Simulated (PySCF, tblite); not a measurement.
# C₃H₁₃BSSi: geometry, infrared bands and NMR shifts

What infrared bands and NMR shifts should C₃H₁₃BSSi (`CC[BH2-][S@+](C)[SiH3]`) show?

Programs: tblite 0.8.0 and PySCF 2.14.0, with density-fitted response routines of our own. Each step states its level of theory. These are calculated values for one molecule in the gas phase, unless marked as measured. Atoms count from 0, in the outputs and in this text.

## 1. Starting geometry

19 atoms, charge 0, multiplicity 1; geometry from: force field or distance geometry start.

Bonds of the start (Å): C0–C1 1.52, C1–B2 1.58, B2–S3 1.87, S3–C4 1.79, S3–Si5 2.10, C0–H6 1.11, C0–H7 1.12, C0–H8 1.10, C1–H9 1.12, C1–H10 1.13, B2–H11 1.20, B2–H12 1.20, C4–H13 1.12, C4–H14 1.10, C4–H15 1.12, Si5–H16 1.45, Si5–H17 1.47, Si5–H18 1.47.

## 2. Geometry optimisation with GFN2-xTB

What the job is given:

```
{"job": {"kind": "relax", "xc": "GFN2-xTB", "basis": "xTB"}, "charge": 0, "multiplicity": 1}
C      2.710900     0.166700    -0.431600
C      1.693100    -0.507700     0.481400
B      0.333000    -0.824200    -0.264800
S     -1.000600     0.048900     0.708700
C     -2.437700    -1.025100     0.730300
Si    -1.447000     1.817900    -0.329400
H      3.455200     0.759600     0.149300
H      2.119000     0.932800    -0.991600
H      3.210900    -0.564400    -1.092000
H      1.541000     0.048000     1.437000
H      2.114300    -1.506200     0.796000
H      0.331100    -0.422400    -1.395500
H      0.098700    -1.998300    -0.268000
H     -2.173100    -1.995200     0.233300
H     -2.730800    -1.124600     1.781200
H     -3.297000    -0.545500     0.202100
H     -1.866500     1.505000    -1.683000
H     -0.206400     2.603200    -0.413200
H     -2.458000     2.640700     0.342400
```

Command:

```console
OMP_NUM_THREADS=1 python probes_run.py task.json out
```

One launch serves the whole session: the jobs run in the order shown.

**Question.** This job is followed by: GFN2-xTB harmonic vibrations, gas phase; GIAO PBE0/pcSseg-1 NMR shielding, non-relativistic, gas phase. What will the session give for the following? strongest single infrared mode (GFN2-xTB); zero-point energy (GFN2-xTB); ¹³C shifts against TMS (PBE0/pcSseg-1); ¹H shifts against TMS (PBE0/pcSseg-1, means over atoms taken as alike); ¹¹B shifts against BF3·OEt2 (PBE0/pcSseg-1); ³³S shifts against CS2 (PBE0/pcSseg-1); ²⁹Si shifts against TMS (PBE0/pcSseg-1); surface potential, 1st and 99th percentile.

The runs gave:

```
                                                              quantity                                         value
                             strongest single infrared mode (GFN2-xTB)                          760 cm⁻¹, 249 km/mol
                                          zero-point energy (GFN2-xTB)                                 94.2 kcal/mol
                                ¹³C shifts against TMS (PBE0/pcSseg-1)                          26.0, 20.7, 15.2 ppm
¹H shifts against TMS (PBE0/pcSseg-1, means over atoms taken as alike)  4.54, 3.22, 2.65, 2.16, 1.02, 0.90, 0.78 ppm
                           ¹¹B shifts against BF3·OEt2 (PBE0/pcSseg-1)                                      -1.9 ppm
                                ³³S shifts against CS2 (PBE0/pcSseg-1)                                      -152 ppm
                               ²⁹Si shifts against TMS (PBE0/pcSseg-1)                                     -31.0 ppm
                                 surface potential, 1st and 99th percentile                            -1.16 V and 1.56 V
```

What this shows: The optimisation took 232 steps and gained 0.814 eV; among the close pairs (by a distance rule), B2–S3 changed most, from 1.868 to 2.061 Å. All 51 modes are real, so the xTB geometry is a minimum. The strongest single mode, at 760 cm⁻¹, is carried by H18, H16, H17. Unscaled tight-binding wavenumbers are off by several per cent, some by more. Its intensities can rank the bands wrongly. At PBE0/pcSseg-1: The largest span, 197 ppm, is at S3, where the paramagnetic term is -405 ppm. At PBE0/pcSseg-1, counted by nearest atom on the grid, the HOMO lies on C1 28 %; B2 22 %, the LUMO on Si5 23 %; S3 18 %.
